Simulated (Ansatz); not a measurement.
# Co in Ansatz: reference runs

How does Co come out in PBE? The cell is run as given.

All numbers are computed with Ansatz 0.2.0; they aren't measurements. Logs are shortened: lines on timing, memory, paths and dates and some standing lists are left out, and cuts for length are marked.

## Step 1: The cell of the first run

The cell holds a slab with vacuum, 6 atoms: a = 2.471 Å, b = 2.471 Å, c = 25.110 Å, α = 90.00°, β = 90.00°, γ = 120.00°.

## Step 2: Single point, PBE, collinear spin, ferromagnetic start (the (0 0 1) slab of Co, cut from the database cell, not relaxed)

File input.yaml:

```yaml
crystal:
  lattice:
    - [2.4705617809, 0.0, 0.0]
    - [-1.2352808904, 2.1395692639, 0.0]
    - [0.0, 0.0, 25.11029225]
  atoms:
    - { symbol: Co, position: [0.66666667, 0.33333334, 0.2986823063], spin: 2.0 }
    - { symbol: Co, position: [0.0, 0.0, 0.3792093838], spin: 2.0 }
    - { symbol: Co, position: [0.33333333, 0.66666666, 0.4597364613], spin: 2.0 }
    - { symbol: Co, position: [0.0, 0.0, 0.5402635387], spin: 2.0 }
    - { symbol: Co, position: [0.66666667, 0.33333334, 0.6207906162], spin: 2.0 }
    - { symbol: Co, position: [0.0, 0.0, 0.7013176937], spin: 2.0 }
hamiltonian:
  xc: pbe
  pseudopotentials: { kind: paw }
magnetization:
  spin_polarized: true
kpoints:
  mp_grid: { grid: [12, 12, 1] }
scf:
  occupations: { method: fermi_dirac, width: 0.05 }
output:
  forces: true
  eigenvalues: true
efield:
  axis: 3
  dipole_correction: true
  ramp_width: 0.04
```

Potentials or basis: Ansatz PAW.

Run with:

```
$ ansatz run input.yaml --threads 4 --pin off --max-ram 11264MiB --backend cpu --events-out ev --progress --plain --runs-dir out
```

Output:

```text
Warning: RAYON_NUM_THREADS=4 ignored (pool sized by the plan → 4); use --threads N
Engine: ansatz 0.2.0, aarch64-unknown-linux-gnu
Pseudopotentials: kind: paw
Pseudopotential: Co, paw, valence charge 17, recommended cutoff 420 eV (normal), Co.paw.azcp
Functional definition: PBE
  parameter kappa = 0.804
  parameter beta = 0.06672455060314922
  exchange = pbe_x(kappa = kappa, mu = beta*pi^2/3)
  correlation = pbe_c(beta = beta)
Crystal: 6 atoms, lattice volume = 132.731 Å³
Basis set: ecut = 420 eV, 2501 PW (Γ), exchange–correlation on 36×36×360 points (8 copies of the dense FFT grid, shifted against one another)
Bands: 69, of which v1, the nominal top of the filled ones, is band 51 counted from 1 (50 counted from 0)
Symmetry: 6 space group operations
k-points: 19 of 144 (time reversal used)
Non-local potential: Co, projectors of the file, l = 0: 3, l = 1: 2, l = 2: 3, l = 3: 1
PAW form: soft (Blöchl's): semilocal exchange-correlation on the pseudo side does not see the compensation charge
PAW one-centre angular grid: Co, 590 points (default); XC on 64 Gauss nodes
Initial density: superposition of atomic densities (neutral atoms: chi_scale 0, normalization atom)
Starting moments: Σ|m| = 12 μB on 6 of 6 sites
Initial wavefunctions: pseudopotential atomic-orbital guess
Functional: x = pbe(κ = 0.804, μ = 0.2195149727645171), c = pbe(β = 0.06672455060314922)
SCF iter   1: F=—  HF=-30752.999549 eV  |F-HF|=—  |Δ(HF+E_count)|=         —  Δρ=5.28e-2 (↑2.98e-2 ↓5.28e-2)  dr2=1.01e1  dr2_m=4.16e-1  M=10.817 μB ∫|m|=11.177 μB  β_m=1.00  ethr=3.10e-3  p=-0.000 e·Å  D=-5.64e-14 V/Å  ΔV_dip=0.00 eV  dr2_dipole=4.91e-4  V_vac-E_F(+/−)=7.58/7.58 eV  ⟨swp⟩=9.8  Hψ=13038  notcnv=0  defer=49
Mixer restart at iter 1: flushing history
[... 26 lines left out ...]
Internal energy: -30755.410184 eV  (E = F + TS)
E sigma→0 (E₀):  -30755.434216 eV
Entropy (-TS):   -0.048063 eV (-8.011 meV/atom)
Fermi energy:    6.716050 eV
Dipole field:    D = 0.001936 V/Å  (p = 0.001420 e·Å, saw-weighted, corrected)
Work function:   Φ+ = 5.0066 eV   Φ− = 5.0552 eV
Levels:          The Fermi level and band energies are counted from a zero that moves with the ramp; work functions are not
--- Per-component energies (eV) ---
  E_band       = -2688.411529
  E_kinetic    = 2720.057483
  E_local      = -219877.291578  (includes V_loc(G=0)·N_el)
  E_nonlocal   = 2728.804052
  E_hartree    = 107952.308081
  E_xc         = -951.837948
  E_vxc        = -1228.064786  (∫ρ·V_xc dr)
  E_paw        = -9093.977435  (= ΣΔE_a)
  E_vpaw       = -2936.565703  (= ΣTr[D̂ρ^β])
  E_aug_tail   = 0.000503  (compensation charges beyond the density's cutoff)
  E_efield     = 0.000001  (sawtooth field / dipole correction)
  E_vefield    = 0.000003  (∫n·V_field dr)
  E_ewald      = 85766.526656
  E_smearing   = -0.048063  (= −TS)
  E_closure    = 0.000000  (closes the sum)
  Σ components = -30755.458247   (vs F -30755.458247, Δ=0.00e0)
--- Forces (eV/Å), atoms counted from 1 ---
  atom   1  Co    -0.00000000     0.00000000     0.23782772
  atom   2  Co     0.00000000    -0.00000000    -0.40090893
  atom   3  Co     0.00000000     0.00000000     0.19890952
  atom   4  Co    -0.00000000    -0.00000000    -0.20511144
  atom   5  Co    -0.00000000     0.00000000     0.50035939
  atom   6  Co     0.00000000    -0.00000000    -0.33100754
  max |Σ_I F_I| component: 6.87e-5 eV/Å
--- Band table (eV; the first three rows and the last of 38) ---
  k-point 0 ↑: bands = ["-89.4875", "-89.4461", "-89.4283", "-89.3898", "-89.3832", "-89.2906", "-52.8646", "-52.8180", "-52.7378", "-52.6392", "-52.5938", "-52.5938", "-52.5869", "-52.5384", "-52.5384", "-52.5323", "-52.5216", "-52.5216", "-52.5040", "-52.5040", "-52.4616", "-52.4616", "-52.3784", "-52.3784", "-2.2495", "-1.5708", "-0.5350", "0.5480", "1.2077", "1.3702", "3.6663", "3.7418", "3.8612", "3.8891", "3.9186", "3.9186", "3.9404", "3.9404", "4.0673", "4.0673", "4.1441", "4.1441", "4.2331", "4.2331", "4.3250", "4.3250", "4.7175", "4.9245", "4.9245", "5.0662", "5.0662", "5.2382", "5.2382", "5.5761", "5.5761", "5.7131", "5.7131", "5.8589", "5.8589", "6.1629", "6.6437", "11.3911", "11.5528", "12.7414", "13.5332", "14.9609", "15.4440", "17.8553", "18.0426"]
  k-point 1 ↑: bands = ["-89.4846", "-89.4431", "-89.4257", "-89.3877", "-89.3808", "-89.2881", "-52.8583", "-52.8135", "-52.7375", "-52.6422", "-52.6090", "-52.5984", "-52.5908", "-52.5544", "-52.5435", "-52.5398", "-52.5299", "-52.5258", "-52.5187", "-52.5074", "-52.4783", "-52.4657", "-52.3954", "-52.3825", "-2.0037", "-1.3333", "-0.3097", "0.7600", "1.3998", "1.5381", "3.5629", "3.6209", "3.7044", "3.8200", "3.8734", "3.9100", "4.0196", "4.0250", "4.0383", "4.1135", "4.1651", "4.1865", "4.2329", "4.2821", "4.3349", "4.4231", "4.4261", "4.8290", "4.8628", "5.0079", "5.0412", "5.1054", "5.2394", "5.2934", "5.5278", "5.5698", "5.7223", "5.8732", "6.0463", "6.9195", "7.5279", "11.6200", "11.7605", "12.9627", "13.6756", "15.1539", "15.6298", "18.0513", "18.2453"]
  k-point 2 ↑: bands = ["-89.4765", "-89.4349", "-89.4185", "-89.3818", "-89.3741", "-89.2812", "-52.8406", "-52.8015", "-52.7409", "-52.6621", "-52.6404", "-52.6137", "-52.6108", "-52.5950", "-52.5698", "-52.5572", "-52.5520", "-52.5372", "-52.5365", "-52.5223", "-52.5167", "-52.4769", "-52.4412", "-52.3938", "-1.2962", "-0.6590", "0.3092", "1.3147", "1.8946", "1.9654", "3.2420", "3.3173", "3.4198", "3.5793", "3.6366", "3.7481", "3.9220", "3.9873", "4.1016", "4.1952", "4.2543", "4.2996", "4.3071", "4.4206", "4.4380", "4.5346", "4.5906", "4.6495", "4.6941", "4.8519", "4.9273", "5.0315", "5.2368", "5.2847", "5.5570", "5.7410", "5.8615", "5.9063", "6.7862", "8.0274", "8.9449", "12.3035", "12.3680", "13.6252", "14.1157", "15.7591", "16.1890", "18.6437", "18.8476"]
  k-point 18 ↓: bands = ["-87.3071", "-87.2909", "-87.2839", "-87.2747", "-87.1592", "-87.1098", "-50.7421", "-50.7342", "-50.7329", "-50.7113", "-50.7020", "-50.6885", "-50.6573", "-50.6524", "-50.6322", "-50.6043", "-50.5781", "-50.5562", "-50.5536", "-50.5285", "-50.5176", "-50.4966", "-50.4483", "-50.3891", "3.7883", "3.8009", "3.8137", "3.8463", "3.8736", "3.9426", "3.9635", "3.9808", "4.0234", "4.3408", "4.4309", "4.9371", "4.9736", "5.0160", "5.1607", "5.4970", "5.5163", "5.6782", "5.6928", "6.4127", "6.4629", "6.8913", "7.0183", "7.2021", "7.4931", "7.5109", "7.6303", "7.7126", "7.7157", "7.7414", "12.3981", "12.5471", "12.7982", "12.9040", "13.0275", "13.4637", "13.4793", "13.7458", "14.0940", "15.3068", "15.8799", "16.4809", "16.5595", "16.9743", "17.6477"]
```

Wall time 14 s (4 threads of Arm Neoverse V2, shared host); peak memory 0.63 GiB.

Results:

```yaml
Free_energy: -30755.4582 eV
Largest_force: 0.500 eV/Å
Band_gap_on_the_k_mesh: none (metal or under the smearing width)
Net_moment: 10.04 μB per cell
Absolute_moment: 11.00 μB per cell
Site_moments: Co +1.81, +1.74, +1.71, +1.70, +1.73, +1.77 μB
Work_function_of_the_upper_face: 5.01 eV
Work_function_of_the_lower_face: 5.06 eV
Dipole_across_the_slab: 0.001 e·Å
```

Forces in eV/Å, atoms in the order of the input:
```
Co   0.000  0.000  0.238
Co   0.000  0.000 -0.401
Co   0.000  0.000  0.199
Co   0.000  0.000 -0.205
Co   0.000  0.000  0.500
Co   0.000  0.000 -0.331
```
